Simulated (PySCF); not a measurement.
# EuCl₆ (-3): ligand-field states

What do calculations give for the ligand-field states of EuCl₆ (-3)?

Computed with PySCF 2.14.0 and routines of our own; the level stands in each step. Atoms count from 0.

## Step 1: The system as given

7 atoms, charge -3, states of the metal's open shell are computed; geometry from: model geometry, bond lengths from ionic radii.

## Step 2: Ligand-field states: state-averaged CASSCF in water

The job: settings as JSON, then the geometry in Å.

```
{"job": {"kind": "lf", "basis": {"metal": "x2c-TZVPall", "ligand": "x2c-SVPall"}, "nevpt": false, "solvent": "water", "roots": {"7": 7, "5": 140, "3": 113, "1": 123}}, "charge": -3, "metal": "Eu", "open_shell": "f6"}
Eu     0.000000     0.000000     0.000000
Cl     0.000000     0.000000     2.657000
Cl     0.000000     0.000000    -2.657000
Cl     2.657000     0.000000     0.000000
Cl    -2.657000     0.000000     0.000000
Cl     0.000000     2.657000     0.000000
Cl    -0.000000    -2.657000     0.000000
```

Level: state-averaged CASSCF of the metal f shell, state-interaction spin-orbit coupling.

Started as:

```console
> OMP_NUM_THREADS=1 python lf_run.py task.json out
```

This one command runs all jobs of the session in turn.

What it wrote:

```text
basis functions 212, electrons 168, active (6e, 7o)
stage 1: DIIS on the effective Fock matrix, level shift 0.30
cycle   1  E = -13590.7560470716  dE = -1.359e+04  max|g| = 3.904e+00
cycle   2  E = -13576.5172255656  dE =  1.424e+01  max|g| = 7.714e+00
cycle   3  E = -13563.6847146226  dE =  1.283e+01  max|g| = 7.669e+00
cycle   4  E = -13604.7476772783  dE = -4.106e+01  max|g| = 5.907e-01
cycle   5  E = -13605.2182623278  dE = -4.706e-01  max|g| = 1.382e-01
cycle   6  E = -13603.9013375869  dE =  1.317e+00  max|g| = 1.328e+00
cycle   7  E = -13599.0905132525  dE =  4.811e+00  max|g| = 3.520e+00
cycle   8  E = -13594.5406472225  dE =  4.550e+00  max|g| = 4.089e+00
cycle   9  E = -13589.2768842835  dE =  5.264e+00  max|g| = 4.543e+00
cycle  10  E = -13584.0769591238  dE =  5.200e+00  max|g| = 6.205e+00
cycle  11  E = -13580.9468462303  dE =  3.130e+00  max|g| = 5.313e+00
cycle  12  E = -13579.3852281150  dE =  1.562e+00  max|g| = 5.454e+00
cycle  13  E = -13583.0353082434  dE = -3.650e+00  max|g| = 5.055e+00
cycle  14  E = -13590.3056857490  dE = -7.270e+00  max|g| = 4.934e+00
cycle  15  E = -13593.6083123248  dE = -3.303e+00  max|g| = 4.612e+00
stage 2: quasi-Newton rotations from the point of smallest gradient
cycle  17  E = -13605.2801016092  dE = -6.184e-02  max|g| = 1.072e-01
cycle  18  E = -13605.2837300625  dE = -3.628e-03  max|g| = 6.937e-02
cycle  19  E = -13605.2853867880  dE = -1.657e-03  max|g| = 4.060e-03
cycle  20  E = -13605.2854305210  dE = -4.373e-05  max|g| = 2.027e-03
cycle  21  E = -13605.2854347147  dE = -4.194e-06  max|g| = 2.364e-04
cycle  22  E = -13605.2854349440  dE = -2.293e-07  max|g| = 4.920e-05
cycle  23  E = -13605.2854349517  dE = -7.751e-09  max|g| = 7.805e-06
converged average energy = -13605.2854349517

 mult deg   label        CASSCF/cm-1   NEVPT2/cm-1
   7   3   7T1g                0.0
   7   3   7T2g              387.2
   7   1   7A2g              524.1
   5   3   5T2g            23806.0
   5   2   5Eg             23914.2
   5   3   5T2g            27024.6
   5   2   5Eg             27051.1
   5   3   5T1g            27120.6
   5   3   5T2g            27283.5
   5   2   5Eg             27503.1
   5   3   5T1g            27522.7
   5   1   5A1g            27552.9
   5   1   5A1g            28416.7
   5   3   5T1g            28437.3
   5   2   5Eg             28459.1
   5   3   5T2g            28663.2
   5   3   5T1g            32692.2
   5   3   5T2g            32861.1
   5   2   5Eg             33056.9
   5   3   5T1g            33121.5
   5   1   5A2g            37434.2
   5   3   5T2g            37495.9
   5   2   5Eg             37552.9
   5   3   5T1g            37611.7
   5   2   5I              37645.7
   5   2   5I              37649.2
   5   1   5A2g            37658.8
   5   3   5T2g            37762.4
   5   3   5T1g            37784.6
   5   3   5T1g            42571.0
   5   3   5T2g            42600.1
   5   1   5A2g            42662.5
   5   3   5T2g            42794.7
   5   2   5Eg             42823.6
   5   3   5T1g            42858.1
   3   3   3T1g            43798.6
   3   2   3O              44900.9
   3   3   3T2g            44903.6
   3   1   3O              44904.6
   3   1   3O              44904.6
   3   3   3T1g            44922.0
   3   2   3Eg             44925.4
   3   3   3T2g            44960.2
   3   3   3T1g            45053.8
   3   2   3Eg             45073.1
   3   3   3T2g            45085.6
   3   1   3A2g            45815.7
   3   3   3T2g            45826.6
   3   3   3T1g            45835.9
   3   5   3M              45888.6
   3   1   3A1g            45925.9
   3   3   3T1g            46047.9
   3   3   3T2g            46088.4
   3   3   3T1g            46358.9
   3   2   3Eg             46370.4
   3   3   3T2g            46398.0
   5   3   5T2g            46526.4
   3   1   3A2g            46527.1
   3   3   3T2g            46619.0
   3   3   3T1g            46646.2

spin-orbit levels / cm-1
      0.00  x1  7T1g 0.47 7T2g 0.37 7A2g 0.11
    362.92  x3  7T1g 0.49 7T2g 0.37 7A2g 0.10
    930.08  x2  7T1g 0.68 7T2g 0.29
   1076.91  x3  7T1g 0.42 7T2g 0.40 7A2g 0.15
   1852.05  x1  7T1g 0.55 7T2g 0.43
   1892.55  x3  7T1g 0.47 7T2g 0.32 7A2g 0.20
   1941.62  x3  7T2g 0.46 7T1g 0.37 7A2g 0.15
   2782.68  x3  7T1g 0.71 7T2g 0.24 7A2g 0.04
   2986.28  x2  7T2g 0.75 7T1g 0.23
   2986.62  x3  7T2g 0.43 7T1g 0.30 7A2g 0.25
   2986.88  x1  7A2g 0.52 7T1g 0.38 7T2g 0.09
   3950.47  x3  7T1g 0.53 7T2g 0.43
   3981.02  x2  7T2g 0.51 7T1g 0.47
   3992.49  x3  7T1g 0.61 7A2g 0.26 7T2g 0.10
   4143.34  x3  7T2g 0.75 7A2g 0.11 7T1g 0.11
   5081.17  x2  7T1g 0.57 7T2g 0.40
   5098.33  x3  7T1g 0.53 7T2g 0.43
   5145.77  x1  7T2g 0.54 7T1g 0.43
   5268.73  x3  7T2g 0.46 7A2g 0.32 7T1g 0.19
   5296.07  x3  7T2g 0.49 7A2g 0.33 7T1g 0.15
   5318.59  x1  7T2g 0.50 7A2g 0.35 7T1g 0.12
  20235.50  x1  5T2g 0.51 5Eg 0.33 3T1g 0.10
  21852.84  x3  5T2g 0.55 5Eg 0.35 3T1g 0.06
  24326.78  x3  5T2g 0.69 5Eg 0.25
  24396.89  x2  5Eg 0.54 5T2g 0.41
  27393.19  x3  5T2g 0.86 5Eg 0.10
```

Run time: 68 s. Hardware: 1 thread of Arm Neoverse V1, shared host; peak memory 0.91 GiB.

From this job:

| quantity | value |
| --- | --- |
| spin-orbit constant ζ | 1368 cm⁻¹ |

Powder susceptibility:

| T (K) | χT (cm³ K/mol) | μ(eff) |
| --- | --- | --- |
| 2 | 0.011 | 0.30 |
| 5 | 0.029 | 0.48 |
| 10 | 0.057 | 0.68 |
| 20 | 0.114 | 0.96 |
| 30 | 0.172 | 1.17 |
| 50 | 0.286 | 1.51 |
| 75 | 0.429 | 1.85 |
| 100 | 0.572 | 2.14 |
| 150 | 0.835 | 2.58 |
| 200 | 1.045 | 2.89 |
| 250 | 1.208 | 3.11 |
| 300 | 1.339 | 3.27 |

The fields below are evaluated on a grid from the run's orbitals.

The spin density lies nearest to Eu0 100 %.

## Step 3: Ligand-field states: state-averaged CASSCF (soc bare) in water

The job: settings as JSON, then the geometry in Å.

```
{"job": {"kind": "lf", "basis": {"metal": "x2c-TZVPall", "ligand": "x2c-SVPall"}, "nevpt": false, "solvent": "water", "roots": {"7": 7, "5": 140, "3": 113, "1": 123}, "soc": "bare"}, "charge": -3, "metal": "Eu", "open_shell": "f6"}
Eu     0.000000     0.000000     0.000000
Cl     0.000000     0.000000     2.657000
Cl     0.000000     0.000000    -2.657000
Cl     2.657000     0.000000     0.000000
Cl    -2.657000     0.000000     0.000000
Cl     0.000000     2.657000     0.000000
Cl    -0.000000    -2.657000     0.000000
```

Method: state-averaged CASSCF of the metal f shell, state-interaction spin-orbit coupling.

What it wrote:

```text
basis functions 212, electrons 168, active (6e, 7o)
stage 1: DIIS on the effective Fock matrix, level shift 0.30
cycle   1  E = -13590.7560470716  dE = -1.359e+04  max|g| = 3.904e+00
cycle   2  E = -13576.5172255656  dE =  1.424e+01  max|g| = 7.714e+00
cycle   3  E = -13563.6847146226  dE =  1.283e+01  max|g| = 7.669e+00
cycle   4  E = -13604.7476772783  dE = -4.106e+01  max|g| = 5.907e-01
cycle   5  E = -13605.2182623278  dE = -4.706e-01  max|g| = 1.382e-01
cycle   6  E = -13603.9013375869  dE =  1.317e+00  max|g| = 1.328e+00
cycle   7  E = -13599.0905132525  dE =  4.811e+00  max|g| = 3.520e+00
cycle   8  E = -13594.5406472225  dE =  4.550e+00  max|g| = 4.089e+00
cycle   9  E = -13589.2768842835  dE =  5.264e+00  max|g| = 4.543e+00
cycle  10  E = -13584.0769591238  dE =  5.200e+00  max|g| = 6.205e+00
cycle  11  E = -13580.9468462303  dE =  3.130e+00  max|g| = 5.313e+00
cycle  12  E = -13579.3852281150  dE =  1.562e+00  max|g| = 5.454e+00
cycle  13  E = -13583.0353082434  dE = -3.650e+00  max|g| = 5.055e+00
cycle  14  E = -13590.3056857490  dE = -7.270e+00  max|g| = 4.934e+00
cycle  15  E = -13593.6083123248  dE = -3.303e+00  max|g| = 4.612e+00
stage 2: quasi-Newton rotations from the point of smallest gradient
cycle  17  E = -13605.2801016092  dE = -6.184e-02  max|g| = 1.072e-01
cycle  18  E = -13605.2837300625  dE = -3.628e-03  max|g| = 6.937e-02
cycle  19  E = -13605.2853867880  dE = -1.657e-03  max|g| = 4.060e-03
cycle  20  E = -13605.2854305210  dE = -4.373e-05  max|g| = 2.027e-03
cycle  21  E = -13605.2854347147  dE = -4.194e-06  max|g| = 2.364e-04
cycle  22  E = -13605.2854349440  dE = -2.293e-07  max|g| = 4.920e-05
cycle  23  E = -13605.2854349517  dE = -7.751e-09  max|g| = 7.805e-06
converged average energy = -13605.2854349517

 mult deg   label        CASSCF/cm-1   NEVPT2/cm-1
   7   3   7T1g                0.0
   7   3   7T2g              387.2
   7   1   7A2g              524.1
   5   3   5T2g            23806.0
   5   2   5Eg             23914.2
   5   3   5T2g            27024.6
   5   2   5Eg             27051.1
   5   3   5T1g            27120.6
   5   3   5T2g            27283.5
   5   2   5Eg             27503.1
   5   3   5T1g            27522.7
   5   1   5A1g            27552.9
   5   1   5A1g            28416.7
   5   3   5T1g            28437.3
   5   2   5Eg             28459.1
   5   3   5T2g            28663.2
   5   3   5T1g            32692.2
   5   3   5T2g            32861.1
   5   2   5Eg             33056.9
   5   3   5T1g            33121.5
   5   1   5A2g            37434.2
   5   3   5T2g            37495.9
   5   2   5Eg             37552.9
   5   3   5T1g            37611.7
   5   2   5I              37645.7
   5   2   5I              37649.2
   5   1   5A2g            37658.8
   5   3   5T2g            37762.4
   5   3   5T1g            37784.6
   5   3   5T1g            42571.0
   5   3   5T2g            42600.1
   5   1   5A2g            42662.5
   5   3   5T2g            42794.7
   5   2   5Eg             42823.6
   5   3   5T1g            42858.1
   3   3   3T1g            43798.6
   3   2   3O              44900.9
   3   3   3T2g            44903.6
   3   1   3O              44904.6
   3   1   3O              44904.6
   3   3   3T1g            44922.0
   3   2   3Eg             44925.4
   3   3   3T2g            44960.2
   3   3   3T1g            45053.8
   3   2   3Eg             45073.1
   3   3   3T2g            45085.6
   3   1   3A2g            45815.7
   3   3   3T2g            45826.6
   3   3   3T1g            45835.9
   3   5   3M              45888.6
   3   1   3A1g            45925.9
   3   3   3T1g            46047.9
   3   3   3T2g            46088.4
   3   3   3T1g            46358.9
   3   2   3Eg             46370.4
   3   3   3T2g            46398.0
   5   3   5T2g            46526.4
   3   1   3A2g            46527.1
   3   3   3T2g            46619.0
   3   3   3T1g            46646.2

spin-orbit levels / cm-1
      0.00  x1  7T1g 0.35 7T2g 0.32 5T2g 0.12
   1465.08  x3  7T1g 0.39 7T2g 0.34 7A2g 0.11
   3388.72  x2  7T1g 0.60 7T2g 0.30 5Eg 0.05
   3545.43  x3  7T2g 0.41 7T1g 0.31 7A2g 0.18
   5579.25  x1  7T1g 0.50 7T2g 0.44 5Eg 0.04
   5603.86  x3  7T1g 0.47 7T2g 0.30 7A2g 0.17
   5659.36  x3  7T2g 0.45 7T1g 0.33 7A2g 0.15
   7584.48  x3  7T1g 0.70 7T2g 0.21
   7787.24  x1  7A2g 0.49 7T1g 0.39 7T2g 0.06
   7792.04  x3  7T2g 0.44 7T1g 0.28 7A2g 0.22
   7795.45  x2  7T2g 0.75 7T1g 0.19
   9675.85  x3  7T1g 0.54 7T2g 0.36
   9710.52  x2  7T2g 0.47 7T1g 0.46
   9739.77  x3  7T1g 0.55 7A2g 0.27 7T2g 0.12
   9877.78  x3  7T2g 0.69 7A2g 0.12 7T1g 0.11
  11434.20  x2  7T1g 0.55 7T2g 0.33 5T1g 0.05
  11450.20  x3  7T1g 0.52 7T2g 0.36 5T1g 0.05
  11498.16  x1  7T2g 0.47 7T1g 0.41 5T1g 0.05
  11613.62  x3  7T2g 0.42 7A2g 0.26 7T1g 0.21
  11642.59  x3  7T2g 0.44 7A2g 0.28 7T1g 0.16
  11666.34  x1  7T2g 0.46 7A2g 0.30 7T1g 0.12
  18179.81  x1  5T2g 0.28 3T1g 0.28 5Eg 0.19
  22755.76  x3  5T2g 0.42 5Eg 0.27 3T1g 0.15
  27934.99  x3  5T2g 0.61 5Eg 0.23 3T1g 0.04
  28040.09  x2  5Eg 0.48 5T2g 0.36 7T1g 0.05
  29667.72  x1  5T2g 0.43 5Eg 0.27 3T1g 0.13
  29716.45  x3  5T2g 0.29 5T1g 0.19 5Eg 0.15
```

Run time: 58 s. Hardware: 1 thread of Arm Neoverse V1, shared host; peak memory 0.93 GiB.

From this job:

| quantity | value |
| --- | --- |
| spin-orbit constant ζ | 2729 cm⁻¹ |

Powder susceptibility:

| T (K) | χT (cm³ K/mol) | μ(eff) |
| --- | --- | --- |
| 2 | 0.003 | 0.14 |
| 20 | 0.025 | 0.45 |
| 100 | 0.125 | 1.00 |
| 300 | 0.377 | 1.74 |

## Step 4: The runs side by side

From the CASSCF states (cm⁻¹; the spread is that of the fitted one-electron ligand-field levels):

| step | setting | ground state | next state | orbital spread | ζ | μ(eff), 300 K |
| --- | --- | --- | --- | --- | --- | --- |
| 2 | as given | 7T1g | 7T2g at 387 | 611 | 1368 | 3.27 |
| 3 | soc bare | 7T1g | 7T2g at 387 | 611 | 2729 | 1.74 |

## Step 5: Results

| quantity | value |
| --- | --- |
| spin-orbit constant ζ (step 2, state-averaged CASSCF in water) | 1368 cm⁻¹ |
| ground multiplicity, μ(eff) at 300 K (step 2, 6 donors at 2.66 Å) | 7, 3.27 μB |
| ground multiplicity, μ(eff) at 300 K (step 3, 6 donors at 2.66 Å) | 7, 1.74 μB |

In step 2, χT goes from 0.01 at 2 K to 1.34 cm³ K/mol at 300 K, as higher levels fill or mix in. The bare spin-orbit operator lacks the screening by other electrons, so its ζ comes out too large.
